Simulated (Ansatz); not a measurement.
# BGeH₆ (doublet): from Hartree-Fock to the top rungs at distance Ge1–H5 along a hydrogen transfer = 1.675 Å, cc-pVDZ

How much of the correlation energy of BGeH₆ (doublet) does each wave-function method recover here?

The runs use Ansatz 0.2.0, Gaussian basis; cc-pVDZ, core rule «outside noble gas», up to 15 orbitals frozen.

To be run: UHF; CCSD(T) on ROHF; CCSD(T) on UHF; BCCD(T) on ROHF; CISD; CCSDT(Q) on ROHF; CCSDT(Q) on UHF; CASSCF and MRCISD+Q, 3 electrons in 3 orbitals; CASSCF and NEVPT2, 3 electrons in 3 orbitals; CASSCF and MRCISD+Q, 9 electrons in 9 orbitals; CASSCF and NEVPT2, 9 electrons in 9 orbitals.

### Step 1. The geometry

The geometry derives from fragments relaxed apart (PBE0/def2-TZVP) and kept rigid, so it is no stationary point. A hydrogen atom is moved between rigid fragments. No spin-orbit coupling is included. The filled d shell of Ge may be among the frozen orbitals whatever the setting's name suggests; the logs give the count.

8 atoms, charge 0, spin multiplicity 2.

Atoms are counted from 1 here; the program's logs count them from 0.

Bond lengths: Ge1–H2 1.534 Å, Ge1–H3 1.534 Å, Ge1–H4 1.534 Å, Ge1–H5 1.675 Å, H5–B6 1.358 Å, B6–H7 1.191 Å, B6–H8 1.191 Å. Angles: H2–Ge1–H3 109.5°, H2–Ge1–H4 109.5°, H2–Ge1–H5 109.5°, H3–Ge1–H4 109.5°, H3–Ge1–H5 109.5°, H4–Ge1–H5 109.5°, Ge1–H5–B6 180.0°, H5–B6–H7 115.3°, H5–B6–H8 115.3°, H7–B6–H8 129.4°.

### Step 2. UHF

in.yaml

```yaml
crystal:
  periodic: [false, false, false]
  atoms:
    - {symbol: Ge, position_ang: [-0.447738, 0.000000, 0.000000]}
    - {symbol: H, position_ang: [-0.959188, 1.446599, 0.000001]}
    - {symbol: H, position_ang: [-0.959187, -0.723300, 1.252791]}
    - {symbol: H, position_ang: [-0.959188, -0.723299, -1.252792]}
    - {symbol: H, position_ang: [1.227262, 0.000000, 0.000000]}
    - {symbol: B, position_ang: [2.585262, 0.000000, 0.000000]}
    - {symbol: H, position_ang: [3.094335, 0.000000, 1.077008]}
    - {symbol: H, position_ang: [3.094335, 0.000000, -1.077009]}
basis:
  gaussian: {orbitals: cc-pVDZ}
magnetization: {spin_polarized: true, initial_magnetization: 1}
hamiltonian: {xc: hf}
output: {orbitals: {seedname: orbitals}}
```

Launch:

```bash
> ansatz run in.yaml --threads 1 --pin off --events-out ev --progress --plain --max-ram 2816MiB --backend cpu
```

After this run come: CCSD(T) on ROHF; CCSD(T) on UHF; BCCD(T) on ROHF; CISD; CCSDT(Q) on ROHF; CCSDT(Q) on UHF; CASSCF and MRCISD+Q, 3 electrons in 3 orbitals; CASSCF and NEVPT2, 3 electrons in 3 orbitals; CASSCF and MRCISD+Q, 9 electrons in 9 orbitals; CASSCF and NEVPT2, 9 electrons in 9 orbitals.

Before running them: what should the planned runs give, taken together? Wanted: UCCSDT(Q) below the RHF energy; RMP2 from UCCSDT(Q); UMP2 from UCCSDT(Q); RCCSD from UCCSDT(Q); RCCSD(T) from UCCSDT(Q); UCCSD(T) from UCCSDT(Q); RCCSDT(Q) from UCCSDT(Q); NEVPT2 frontier from UCCSDT(Q); MRCISD+Q frontier from UCCSDT(Q).

**Answer**, as computed:

| quantity | value |
| --- | --- |
| UCCSDT(Q) below the RHF energy | -6.9711 eV |
| RMP2 from UCCSDT(Q) | +1492.6 meV |
| UMP2 from UCCSDT(Q) | +1518.9 meV |
| RCCSD from UCCSDT(Q) | +173.7 meV |
| RCCSD(T) from UCCSDT(Q) | +36.3 meV |
| UCCSD(T) from UCCSDT(Q) | +34.9 meV |
| RCCSDT(Q) from UCCSDT(Q) | +2.2 meV |
| NEVPT2 frontier from UCCSDT(Q) | +1363.5 meV |
| MRCISD+Q frontier from UCCSDT(Q) | +36.2 meV |
| levels within 1 kcal/mol (43 meV) | RCCSD(T), UCCSD(T), BCCD(T), RCCSDT, UCCSDT, RCCSDT(Q), MRCISD+Q frontier |
| T1 diagnostic | 0.015 |

RCCSD(T) misses by +36.3 meV, 0.5 % of the correlation energy. Of the multireference levels listed MRCISD+Q frontier comes nearest in total energy (+36.2 meV), which doesn't show that its space is the better one. These misses are within one basis, not against nature; the frozen cores of restricted and unrestricted runs differ, which can shift their rows.
